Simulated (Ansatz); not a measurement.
# GeH₂ (singlet): wave-function methods side by side at angle H2–Ge1–H3 = 69.8°, cc-pVDZ

The task here is to estimate one member of a computed series from the others.

Method: cc-pVDZ, core rule «outside noble gas», up to 14 orbitals frozen; program: Ansatz 0.2.0, Gaussian basis.

To be run: UHF; CCSD(T) on RHF; BCCD(T) on RHF; CISD; CCSDT(Q) on RHF; CCSDTQ on RHF; CASSCF and MRCISD+Q, 2 electrons in 2 orbitals; CASSCF and NEVPT2, 2 electrons in 2 orbitals; CASSCF and MRCISD+Q, 6 electrons in 6 orbitals; CASSCF and NEVPT2, 6 electrons in 6 orbitals; Full CI.

20 further runs of the same task are left out: 2 for a mislabelled method, 13 that didn't finish, 5 set aside as unsound or not needed.

**The system**

The geometry derives from a PBE0/def2-TZVP stationary point (not a proven minimum). One angle is set to the value named; bond lengths are kept. No spin-orbit coupling is included. The filled d shell of Ge may be among the frozen orbitals whatever the setting's name suggests; the logs give the count.

3 atoms, charge 0, spin multiplicity 1.

Atoms are counted from 1 here; the program's logs count them from 0.

Bond lengths: Ge1–H2 1.594 Å, Ge1–H3 1.594 Å. Angles: H2–Ge1–H3 69.8°.

Set-up of the first run:

Input file in.yaml:

```yaml
crystal:
  periodic: [false, false, false]
  atoms:
    - {symbol: Ge, position_ang: [0.000000, -0.035303, 0.000000]}
    - {symbol: H, position_ang: [0.000000, 1.272090, -0.912044]}
    - {symbol: H, position_ang: [0.000000, 1.272085, 0.912051]}
basis:
  gaussian: {orbitals: cc-pVDZ}
magnetization: {spin_polarized: true, initial_magnetization: 0}
hamiltonian: {xc: hf}
output: {orbitals: {seedname: orbitals}}
```

On the command line:

```sh
ansatz run in.yaml --threads 1 --pin off --events-out ev --progress --plain --max-ram 2393MiB
```

Steps of the session up to this table: UHF; CCSD(T) on RHF; BCCD(T) on RHF; CISD; CCSDT(Q) on RHF; CCSDTQ on RHF; CASSCF and MRCISD+Q, 2 electrons in 2 orbitals; CASSCF and NEVPT2, 2 electrons in 2 orbitals; CASSCF and MRCISD+Q, 6 electrons in 6 orbitals; CASSCF and NEVPT2, 6 electrons in 6 orbitals; Full CI.

One of the session's tables, all rows but one given; the rest of the session is left out.

| method | from FCI (kJ/mol) |
| --- | --- |
| RHF | +304.4 |
| RMP2 | +77.3 |
| CISD | +20.0 |
| RCCSD | +7.6 |
| RCCSD(T) | +1.7 |
| BCCD(T) | +1.7 |
| RCCSDT | +0.3 |
| RCCSDT(Q) | ? |
| RCCSDTQ | 0.0 |
| CASSCF pair | +261.2 |
| NEVPT2 pair | +71.5 |
| CASSCF valence | +170.8 |
| NEVPT2 valence | +50.3 |
| MRCISD valence | +6.7 |
| MRCISD+Q valence | +0.5 |
| FCI | 0 |

Estimate the missing values for RCCSDT(Q).

The run gave: from FCI (kJ/mol): +0.1. In the column «from FCI (kJ/mol)» it lies between FCI (0) and RCCSDT (+0.3).

Not comparable, so not listed: CASSCF and MRCISD+Q, 2 electrons in 2 orbitals (they don't share determinant, frozen orbitals or solution with the rows shown, or repeat one).

To keep in mind: Warnings in the runs' records: passed over end.
